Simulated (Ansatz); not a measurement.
# C2H7BSe: vertical spin-state energies from a Python script

Which spin state of C2H7BSe lies lowest at this geometry? A script is to give vertical spin-state energies; the system is C2H7BSe. SMILES: CBC[SeH].

Program: Ansatz 0.2.0, driven from Python. Level of theory: r2SCAN+D4/def2-SVP. These are calculated values, not measurements.

## Step 1: The structure

Bond lengths: C1–B2 1.528 Å, B2–C3 1.595 Å, C3–Se4 1.871 Å, C1–H5 1.143 Å, C1–H6 1.164 Å, C1–H7 1.125 Å, B2–H8 1.223 Å, C3–H9 1.137 Å, C3–H10 1.152 Å, Se4–H11 1.468 Å. Angles (14 of 16 angles, heavy atoms first): C1–B2–C3 120.8°, B2–C3–Se4 110.3°, C1–B2–H8 117.6°, C3–B2–H8 121.5°, B2–C1–H5 112.5°, B2–C1–H6 111.5°, B2–C1–H7 112.9°, B2–C3–H9 109.6°, B2–C3–H10 107.9°, Se4–C3–H9 114.5°, Se4–C3–H10 109.1°, C3–Se4–H11 95.6°, H5–C1–H6 105.6°, H5–C1–H7 108.0°.

No structure file is read: the coordinates are typed or built in the script.

## Step 2: Script

c2h7bse_spin.py

```python
"""Vertical spin-state energies of C2H7BSe."""

import ansatz as az

BASIS = "def2-SVP"
FUNCTIONAL = "r2SCAN"
VDW = "d4"

GEOMETRY = """
C    -0.02930    1.30020   -0.79730
B     0.67030    0.23060    0.04080
C    -0.16260   -0.71510    1.01820
Se   -1.27300   -1.85190    0.03110
H    -0.79770    0.85700   -1.51830
H    -0.62090    2.04680   -0.12800
H     0.68860    1.92700   -1.39520
H     1.89000    0.16840   -0.02390
H    -0.70490   -0.08100    1.79040
H     0.58680   -1.34960    1.62000
H    -0.18190   -2.58950   -0.61720
"""


def main() -> None:
    c2h7bse = az.Crystal.molecule()
    for line in GEOMETRY.strip().splitlines():
        symbol, *xyz = line.split()
        c2h7bse = c2h7bse.atom(symbol, [float(v) for v in xyz])

    job = (
        c2h7bse.calculation()
        .basis(gaussian=BASIS)
        .functional(FUNCTIONAL, dispersion=VDW)
    )
    found = {}
    for unpaired in [0, 2]:
        report = job.spin("collinear", total=unpaired).run(threads=1, backend="cpu").report
        s = unpaired / 2
        found[unpaired] = report["free_energy_ev"]
        print(f"2S+1 = {unpaired + 1}: E = {found[unpaired]:.5f} eV, <S^2> = {abs(report['mean_field']['state']['spin_squared']):.3f} (pure state {s * (s + 1):.2f})")
    lowest = min(found, key=found.get)
    for unpaired, e in found.items():
        print(f"multiplicity {unpaired + 1}: {96.485332 * (e - found[lowest]):.1f} kJ/mol above the lowest")


if __name__ == "__main__":
    main()
```

## Step 3: What the engine is handed

The package turns the script's settings into the engine's input (first run):

```yaml
crystal:
  periodic: [false, false, false]
  atoms:
    - { symbol: C, position_ang: [-0.0293, 1.3002, -0.7973] }
    - { symbol: B, position_ang: [0.6703, 0.2306, 0.0408] }
    - { symbol: C, position_ang: [-0.1626, -0.7151, 1.0182] }
    - { symbol: Se, position_ang: [-1.273, -1.8519, 0.0311] }
    - { symbol: H, position_ang: [-0.7977, 0.857, -1.5183] }
    - { symbol: H, position_ang: [-0.6209, 2.0468, -0.128] }
    - { symbol: H, position_ang: [0.6886, 1.927, -1.3952] }
    - { symbol: H, position_ang: [1.89, 0.1684, -0.0239] }
    - { symbol: H, position_ang: [-0.7049, -0.081, 1.7904] }
    - { symbol: H, position_ang: [0.5868, -1.3496, 1.62] }
    - { symbol: H, position_ang: [-0.1819, -2.5895, -0.6172] }
basis:
  gaussian:
    orbitals: def2-SVP
hamiltonian:
  xc: r2scan
  dispersion: d4
magnetization:
  spin_polarized: true
  initial_magnetization: 0.0
```

## Step 4: The run

Run with:

```
> python c2h7bse_spin.py
```

The log of the run:

```text
2S+1 = 1: E = -68201.41919 eV, <S^2> = 0.000 (pure state 0.00)
2S+1 = 3: E = -68197.69688 eV, <S^2> = 2.009 (pure state 2.00)
multiplicity 1: 0.0 kJ/mol above the lowest
multiplicity 3: 359.1 kJ/mol above the lowest
```

It took 39 s on 1 thread of Arm Neoverse V1, shared host; peak memory 0.31 GiB.

## Step 5: Inputs of later runs

The engine's inputs for the other runs:

Run 2, against run 1:

```diff
@@ -23 +23 @@
-  initial_magnetization: 0.0
+  initial_magnetization: 2.0
```

## Step 6: The engine's runs

From the records of these 2 runs:

```
run  2S+1  energy from run 1 (eV)  <S²>  SCF cycles  CPU time (s)
  1     1                  0.0000  0.00          17            12
  2     3                  3.7223  2.01          55            27
```

## Step 7: What came out

| quantity | value |
| --- | --- |
| runs compared | 2 |
| lowest | run 1 (2S+1 = 1) |
| next above it by | 3.722 eV |

In order: multiplicity 1 (+0.00 eV) and multiplicity 3 (+3.72 eV), all at the one geometry. The geometry is a force-field or estimated start, not a minimum of this method, and the basis set is short of its limit. All parts are taken at fixed geometry, without zero-point energy.
